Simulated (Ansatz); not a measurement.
# Ge: the cost of one run

Method: DFT PBE0, scalar-relativistic, plane waves, PAW, in Ansatz 0.2.0.

### 1 The structure to begin with

Symmetry: P4_32_12, No. 96, tetragonal system. The conventional cell has a = 5.933 Å, b = 5.933 Å, c = 6.980 Å, α = 90.00°, β = 90.00°, γ = 90.00°. Ge (site symmetry 2) is surrounded by 4 Ge at 2.49 to 2.50 Å. Ge (site symmetry 1) is surrounded by 4 Ge at 2.49 to 2.50 Å.

As a file:

```cif
data_structure
_symmetry_space_group_name_H-M 'P 1'
_symmetry_Int_Tables_number 1
_cell_length_a 5.9328
_cell_length_b 5.9328
_cell_length_c 6.9797
_cell_angle_alpha 90.000
_cell_angle_beta 90.000
_cell_angle_gamma 90.000
_cell_volume 245.68
loop_
_atom_site_label
_atom_site_type_symbol
_atom_site_fract_x
_atom_site_fract_y
_atom_site_fract_z
_atom_site_occupancy
Ge1 Ge 0.09010 0.09010 0.00000 1
Ge2 Ge 0.40990 0.59010 0.75000 1
Ge3 Ge 0.90990 0.90990 0.50000 1
Ge4 Ge 0.59010 0.40990 0.25000 1
Ge5 Ge 0.17196 0.37240 0.25660 1
Ge6 Ge 0.12760 0.67196 0.00660 1
Ge7 Ge 0.82804 0.62760 0.75660 1
Ge8 Ge 0.87240 0.32804 0.50660 1
Ge9 Ge 0.67196 0.12760 0.99340 1
Ge10 Ge 0.62760 0.82804 0.24340 1
Ge11 Ge 0.32804 0.87240 0.49340 1
Ge12 Ge 0.37240 0.17196 0.74340 1
```

### 2 Single point: Ge, no spin

input.yaml

```yaml
crystal:
  lattice:
    - [5.93284, 0.0, 0.0]
    - [0.0, 5.93284, 0.0]
    - [0.0, 0.0, 6.9797]
  atoms:
    - { symbol: Ge, position: [0.0901, 0.0901, 0.0] }
    - { symbol: Ge, position: [0.4099, 0.5901, 0.75] }
    - { symbol: Ge, position: [0.9099, 0.9099, 0.5] }
    - { symbol: Ge, position: [0.5901, 0.4099, 0.25] }
    - { symbol: Ge, position: [0.17196, 0.3724, 0.2566] }
    - { symbol: Ge, position: [0.1276, 0.67196, 0.0066] }
    - { symbol: Ge, position: [0.82804, 0.6276, 0.7566] }
    - { symbol: Ge, position: [0.8724, 0.32804, 0.5066] }
    - { symbol: Ge, position: [0.67196, 0.1276, 0.9934] }
    - { symbol: Ge, position: [0.6276, 0.82804, 0.2434] }
    - { symbol: Ge, position: [0.32804, 0.8724, 0.4934] }
    - { symbol: Ge, position: [0.3724, 0.17196, 0.7434] }
scf:
  occupations: { method: fixed }
output:
  forces: false
  stress: false
  eigenvalues: true
  eigenstates:
    kpoints:
      - [0.0, 0.0, 0.0]
      - [0.08333, 0.0, 0.0]
      - [0.16667, 0.0, 0.0]
      - [0.25, 0.0, 0.0]
      - [0.33333, 0.0, 0.0]
      - [0.41667, 0.0, 0.0]
      - [0.5, 0.0, 0.0]
      - [0.5, 0.08333, 0.0]
      - [0.5, 0.16667, 0.0]
      - [0.5, 0.25, 0.0]
      - [0.5, 0.33333, 0.0]
      - [0.5, 0.41667, 0.0]
      - [0.5, 0.5, 0.0]
      - [0.41667, 0.41667, 0.0]
      - [0.33333, 0.33333, 0.0]
      - [0.25, 0.25, 0.0]
      - [0.16667, 0.16667, 0.0]
      - [0.08333, 0.08333, 0.0]
      - [0.0, 0.0, 0.0]
      - [0.0, 0.0, 0.08333]
      - [0.0, 0.0, 0.16667]
      - [0.0, 0.0, 0.25]
      - [0.0, 0.0, 0.33333]
      - [0.0, 0.0, 0.41667]
      - [0.0, 0.0, 0.5]
      - [0.08333, 0.0, 0.5]
      - [0.16667, 0.0, 0.5]
      - [0.25, 0.0, 0.5]
      - [0.33333, 0.0, 0.5]
      - [0.41667, 0.0, 0.5]
      - [0.5, 0.0, 0.5]
      - [0.5, 0.08333, 0.5]
      - [0.5, 0.16667, 0.5]
      - [0.5, 0.25, 0.5]
      - [0.5, 0.33333, 0.5]
      - [0.5, 0.41667, 0.5]
      - [0.5, 0.5, 0.5]
      - [0.41667, 0.41667, 0.5]
      - [0.33333, 0.33333, 0.5]
      - [0.25, 0.25, 0.5]
      - [0.16667, 0.16667, 0.5]
      - [0.08333, 0.08333, 0.5]
      - [0, 0, 0.5]
    e_range: [-2.5, 3]
  write_density: true
  write_potential: true
  elf: true
  volumetric_format: npy
kpoints:
  mp_grid: { grid: [3, 3, 3] }
hamiltonian:
  xc: pbe0
```

Launch:

```sh
$ ansatz run input.yaml --threads 8 --pin off --max-ram 49152MiB --backend cpu --events-out ev --progress --plain --runs-dir out
```

Q: Estimate wall time and peak memory on 8 threads of AMD EPYC (Zen 3), shared host.

About 18 min, with a peak of 3.7 GiB.
